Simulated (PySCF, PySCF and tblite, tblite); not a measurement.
# C5H9N3: a path driven as rotation about a bond, and NMR exchange, part 1 of 3

Aim: the barrier and rate of rotation about a bond in C5H9N3 (`CCc1[nH]ncc1N`), and what it does to NMR lines.

Computed with tblite 0.8.0 (tight binding) and PySCF 2.14.0 (DFT, with response routines of our own); each step states its level. Atoms count from 0 throughout.

### 1 The molecule as given

17 atoms, charge 0, multiplicity 1; geometry from: force field or distance geometry start.

Bonds of the start (Å): C0–C1 1.52, C0–H10 1.10, C0–H8 1.09, C0–H9 1.08, C1–C2 1.47, C1–H11 1.11, C1–H12 1.10, C2–C6 1.38, C2–N3 1.36, C5–C6 1.41, C5–H14 1.08, C6–N7 1.34, N3–H13 1.02, N3–N4 1.34, N4–C5 1.34, N7–H15 1.02, N7–H16 1.01.

### 2 GFN2-xTB relaxation, start minimum

Job settings and geometry (Å):

```
{"job": {"xc": "GFN2-xTB", "basis": "xTB", "kind": "relax"}, "charge": 0, "multiplicity": 1}
C      2.062600     0.155200    -0.816000
C      1.304700     0.082700     0.498700
C     -0.091800    -0.355600     0.322300
N     -0.480400    -1.659900     0.396100
N     -1.795400    -1.874200     0.214900
C     -2.276700    -0.642700    -0.004200
C     -1.258600     0.336300     0.048300
N     -1.367500     1.663600    -0.112400
H      2.078800    -0.817900    -1.317200
H      3.084000     0.474900    -0.645400
H      1.579200     0.875400    -1.495200
H      1.825800    -0.622600     1.177600
H      1.329600     1.059400     1.009600
H      0.110100    -2.474400     0.590800
H     -3.332800    -0.503800    -0.182300
H     -2.225600     2.069600    -0.482000
H     -0.553000     2.246000    -0.245800
```

Run with:

```
OMP_NUM_THREADS=1 python ens_run.py task.json out
```

This one command runs the whole study; its stages follow in the order run.

Standard output:

```text
step      E/eV     max force
  0    -654.13259    2.539
  1    -654.22034    1.417
  2    -654.24408    0.457
  3    -654.25173    0.477
  4    -654.26505    0.391
  5    -654.27308    0.366
  6    -654.27962    0.287
  7    -654.28735    0.273
  8    -654.29140    0.194
  9    -654.29341    0.094
 10    -654.29434    0.077
 11    -654.29542    0.136
 12    -654.29648    0.129
 13    -654.29715    0.065
 14    -654.29744    0.038
 15    -654.29761    0.040
 16    -654.29779    0.047
 17    -654.29793    0.026
 18    -654.29802    0.023
 19    -654.29810    0.026
 20    -654.29820    0.034
 21    -654.29830    0.030
 22    -654.29839    0.026
 23    -654.29845    0.020
 24    -654.29851    0.023
 25    -654.29857    0.017
 26    -654.29862    0.017
 27    -654.29865    0.012
 28    -654.29869    0.017
 29    -654.29871    0.015
 30    -654.29873    0.010
 31    -654.29874    0.009
 32    -654.29876    0.011
 33    -654.29877    0.013
 34    -654.29879    0.011
 35    -654.29880    0.011
 36    -654.29882    0.010
 37    -654.29884    0.013
 38    -654.29887    0.016
 39    -654.29888    0.010
 40    -654.29889    0.007
 41    -654.29890    0.007
 42    -654.29891    0.010
 43    -654.29892    0.012
 44    -654.29894    0.010
 45    -654.29895    0.009
 46    -654.29896    0.009
 47    -654.29897    0.011
 48    -654.29898    0.011
 49    -654.29899    0.010
 50    -654.29900    0.007
 51    -654.29901    0.007
 52    -654.29902    0.006
 53    -654.29902    0.006
 54    -654.29903    0.006
 55    -654.29903    0.007
 56    -654.29904    0.007
 57    -654.29905    0.007
 58    -654.29905    0.007
 59    -654.29906    0.009
 60    -654.29907    0.013
 61    -654.29909    0.018
 62    -654.29912    0.019
 63    -654.29915    0.013
 64    -654.29918    0.014
 65    -654.29922    0.017
 66    -654.29926    0.019
 67    -654.29931    0.019
 68    -654.29936    0.016
 69    -654.29941    0.018
 70    -654.29946    0.018
 71    -654.29952    0.018
 72    -654.29958    0.013
 73    -654.29960    0.010
 74    -654.29962    0.009
 75    -654.29963    0.008
 76    -654.29964    0.008
 77    -654.29965    0.006
 78    -654.29965    0.007
 79    -654.29966    0.007
 80    -654.29966    0.006
 81    -654.29967    0.007
 82    -654.29967    0.006
 83    -654.29968    0.006
 84    -654.29968    0.007
 85    -654.29969    0.006
 86    -654.29969    0.006
 87    -654.29970    0.004
 88    -654.29970    0.004
 89    -654.29970    0.004
 90    -654.29970    0.004
 91    -654.29971    0.002
```

It took 0.4 s on 1 thread of Arm Neoverse V2, shared host.

The energy fell by 0.167 eV, and the atoms moved 0.09 Å (root mean square).

### 3 Relaxed scan, rotation

Job settings and geometry (Å):

```
{"job": {"xc": "GFN2-xTB", "basis": "xTB", "coordinate": [["t", [5, 6, 7, 15], 0.25], ["t", [5, 6, 7, 16], 0.25], ["t", [2, 6, 7, 15], 0.25], ["t", [2, 6, 7, 16], 0.25]], "kind": "drive"}, "charge": 0, "multiplicity": 1}
C      2.082709     0.092246    -0.812726
C      1.311147     0.106733     0.510694
C     -0.097130    -0.343758     0.332169
N     -0.456925    -1.654837     0.341955
N     -1.755573    -1.834567     0.136263
C     -2.262827    -0.625810    -0.019804
C     -1.265034     0.361017     0.089242
N     -1.439522     1.744172     0.060523
H      2.108754    -0.912387    -1.229010
H      3.105017     0.430206    -0.659939
H      1.607085     0.747484    -1.539177
H      1.813074    -0.547505     1.228136
H      1.309928     1.117599     0.922994
H      0.144302    -2.447119     0.499414
H     -3.310319    -0.492213    -0.202963
H     -2.274701     2.023161    -0.433962
H     -0.626982     2.247608    -0.266093
```

Standard output:

```text
point  coordinate     E/eV
  0     18.300     -654.28733
  1     33.100     -654.25536
  2     48.100     -654.21455
  3     63.200     -654.17156
  4     78.300     -654.14022
  5     93.500     -654.13325
  6    108.700     -654.14879
  7    123.900     -654.18371
  8    138.900     -654.23118
  9    153.800     -654.27295
 10    168.600     -654.30163
 11    183.400     -654.30612
```

It took 1.2 s on 1 thread of Arm Neoverse V2, shared host.

The highest point is number 5, 3.6 kcal/mol above the first.

### 4 Nudged elastic band, leg 1

Changed since step 3:

```diff
@@ -1,2 +1,2 @@
-{"job": {"xc": "GFN2-xTB", "basis": "xTB", "coordinate": [["t", [5, 6, 7, 15], 0.25], ["t", [5, 6, 7, 16], 0.25], ["t", [2, 6, 7, 15], 0.25], ["t", [2, 6, 7, 16], 0.25]], "kind": "drive"}, "charge": 0, "multiplicity": 1}
+{"job": {"xc": "GFN2-xTB", "basis": "xTB", "kind": "neb"}, "charge": 0, "multiplicity": 1}
 C      2.082709     0.092246    -0.812726
```

Standard output:

```text
image   E - E0 / eV
  0       0.0000
  1       0.0627
  2       0.1476
  3       0.1588
  4       0.0721
  5       0.0001
  6      -0.0104
```

It took 0.84 s on 1 thread of Arm Neoverse V2, shared host; peak memory 0.19 GiB.

The highest point is number 3, 3.7 kcal/mol above the first.

### 5 Saddle search, leg 1

Job settings and geometry (Å):

```
{"job": {"xc": "GFN2-xTB", "basis": "xTB", "kind": "saddle"}, "charge": 0, "multiplicity": 1}
C      2.123798     0.071461    -0.683368
C      1.334370     0.082362     0.627738
C     -0.067218    -0.353232     0.392675
N     -0.461392    -1.646886     0.418410
N     -1.748867    -1.803249     0.117546
C     -2.210197    -0.588941    -0.108860
C     -1.194520     0.373268     0.048621
N     -1.244301     1.782277    -0.113227
H      2.161647    -0.931374    -1.104040
H      3.139575     0.417532    -0.512356
H      1.646014     0.729680    -1.404168
H      1.816670    -0.573681     1.357285
H      1.319618     1.096877     1.027422
H      0.103109    -2.453801     0.629600
H     -3.236582    -0.437196    -0.381098
H     -1.742379     2.220953     0.656080
H     -1.739344     2.013949    -0.968259
```

Standard output:

```text
step      E/eV     max force
  0    -654.14095   0.0559
  1    -654.13589   0.1751
  2    -654.13895   0.0482
  3    -654.13569   0.0647
  4    -654.13405   0.1299
  5    -654.13499   0.0287
  6    -654.13443   0.0294
  7    -654.13421   0.0471
  8    -654.13458   0.0190
  9    -654.13463   0.1098
 10    -654.13463   0.0171
 11    -654.13487   0.0046
 12    -654.13518   0.0100
 13    -654.13544   0.0120
 14    -654.13567   0.0120
 15    -654.13585   0.0114
 16    -654.13602   0.0121
 17    -654.13607   0.0128
 18    -654.13609   0.0017
lowest wavenumbers (cm-1): -234.9 37.4 144.0 175.4 248.4 265.4
```

Run time: 3.3 s. Hardware: 1 thread of Arm Neoverse V2, shared host; peak memory 0.19 GiB.

Point group C1; 1 imaginary mode, 235i cm⁻¹, carried by H16, H15. Steps downhill from it reached both ends.

### 6 Saddle search, other pyramid

Job settings and geometry (Å):

```
{"job": {"xc": "GFN2-xTB", "basis": "xTB", "kind": "saddle"}, "charge": 0, "multiplicity": 1}
C      2.191497    -0.039209    -0.665088
C      1.319037     0.155483     0.576968
C     -0.072351    -0.311231     0.340703
N     -0.426164    -1.615726     0.302429
N     -1.721379    -1.793616     0.048824
C     -2.226994    -0.583655    -0.083661
C     -1.232839     0.399585     0.088390
N     -1.325780     1.816169     0.036249
H      2.246092    -1.090588    -0.940325
H      3.199896     0.321299    -0.477476
H      1.775621     0.514267    -1.503172
H      1.754276    -0.389205     1.419333
H      1.275698     1.215180     0.829931
H      0.170090    -2.414875     0.446372
H     -3.270333    -0.451785    -0.295596
H     -0.725165     2.183324    -0.696360
H     -1.014060     2.222911     0.913359
```

Standard output:

```text
step      E/eV     max force
  0    -654.06153   0.3891
  1    -654.08959   0.1241
  2    -654.09333   0.0397
  3    -654.09341   0.0330
  4    -654.09350   0.0081
  5    -654.09328   0.0660
  6    -654.09352   0.0024
lowest wavenumbers (cm-1): -264.4 37.7 142.2 177.0 252.1 265.9
```

Wall time 2.2 s (1 thread of Arm Neoverse V2, shared host); peak memory 0.19 GiB.

Point group C1; 1 imaginary mode, 264i cm⁻¹, carried by H16, H15. Steps downhill from it reached both ends.

### 7 Shieldings, start: PBE0/pcSseg-1

Job settings and geometry (Å):

```
{"job": {"kind": "nmr", "xc": "PBE0", "basis": "pcSseg-1", "pop": false}, "charge": 0, "multiplicity": 1}
C      2.082709     0.092246    -0.812726
C      1.311147     0.106733     0.510694
C     -0.097130    -0.343758     0.332169
N     -0.456925    -1.654837     0.341955
N     -1.755573    -1.834567     0.136263
C     -2.262827    -0.625810    -0.019804
C     -1.265034     0.361017     0.089242
N     -1.439522     1.744172     0.060523
H      2.108754    -0.912387    -1.229010
H      3.105017     0.430206    -0.659939
H      1.607085     0.747484    -1.539177
H      1.813074    -0.547505     1.228136
H      1.309928     1.117599     0.922994
H      0.144302    -2.447119     0.499414
H     -3.310319    -0.492213    -0.202963
H     -2.274701     2.023161    -0.433962
H     -0.626982     2.247608    -0.266093
```

Standard output:

```text
coarse grid: 14200 points
cycle   1  E = -359.6276201379  dE =  1.438e+00  |g| = 4.612e-01  |ddm| = 3.866e+00
cycle   2  E = -359.6101977918  dE =  1.742e-02  |g| = 5.649e-01  |ddm| = 1.005e+00
cycle   3  E = -359.6792663260  dE = -6.907e-02  |g| = 1.251e-01  |ddm| = 5.297e-01
cycle   4  E = -359.6823200637  dE = -3.054e-03  |g| = 4.675e-02  |ddm| = 1.428e-01
cycle   5  E = -359.6828273878  dE = -5.073e-04  |g| = 8.729e-03  |ddm| = 4.820e-02
cycle   6  E = -359.6828422190  dE = -1.483e-05  |g| = 4.043e-03  |ddm| = 1.156e-02
cycle   7  E = -359.6828457360  dE = -3.517e-06  |g| = 1.020e-03  |ddm| = 4.076e-03
final grid: 137368 points
cycle   8  E = -359.7234532941  dE = -4.348e-05  |g| = 8.707e-03  |ddm| = 4.195e-02
cycle   9  E = -359.7234459917  dE =  7.302e-06  |g| = 1.063e-02  |ddm| = 1.656e-02
cycle  10  E = -359.7234704027  dE = -2.441e-05  |g| = 2.066e-03  |ddm| = 9.058e-03
cycle  11  E = -359.7234714030  dE = -1.000e-06  |g| = 2.950e-04  |ddm| = 1.987e-03
cycle  12  E = -359.7234714190  dE = -1.607e-08  |g| = 1.301e-04  |ddm| = 3.803e-04
cycle  13  E = -359.7234714227  dE = -3.707e-09  |g| = 3.123e-05  |ddm| = 1.358e-04
cycle  14  E = -359.7234714229  dE = -1.638e-10  |g| = 1.665e-05  |ddm| = 3.941e-05
converged SCF energy = -359.7234714229

GIAO shielding tensors (ppm)
atom      isotropic    diamagn.    paramagn.     s11        s22        s33       span
  0 C      168.098     246.876     -78.778    154.503    164.012    185.779     31.276
  1 C      165.866     245.461     -79.595    152.062    170.462    175.073     23.011
  2 C       57.411     254.677    -197.267      5.173     32.674    134.385    129.213
  3 N       54.010     327.981    -273.970    -53.403     98.486    116.948    170.351
  4 N      -65.745     323.168    -388.913   -305.127    -81.134    189.025    494.151
  5 C       54.693     249.771    -195.078    -22.746     61.600    125.224    147.970
  6 C       54.672     254.948    -200.277     -1.693     32.114    133.594    135.286
  7 N      221.844     317.406     -95.561    199.338    208.035    258.160     58.822
  8 H       30.643      30.382       0.261     26.011     29.790     36.130     10.119
  9 H       30.497      28.466       2.031     26.367     27.044     38.080     11.713
 10 H       30.689      30.680       0.009     26.019     30.193     35.854      9.835
 11 H       29.132      30.450      -1.318     24.382     27.881     35.134     10.752
 12 H       29.072      31.145      -2.074     24.618     28.608     33.989      9.371
 13 H       22.991      34.792     -11.801     17.512     24.916     26.546      9.034
 14 H       24.610      30.084      -5.473     22.240     24.504     27.086      4.845
 15 H       28.996      31.131      -2.135     21.438     27.375     38.177     16.739
 16 H       29.243      33.807      -4.564     20.951     29.725     37.054     16.103
```

Wall time 19 s (1 thread of Arm Neoverse V2, shared host); peak memory 0.83 GiB.

In short: HOMO -5.57 eV, LUMO 0.67 eV; dipole 3.04 D.

(Continued in part 2 of 3.)
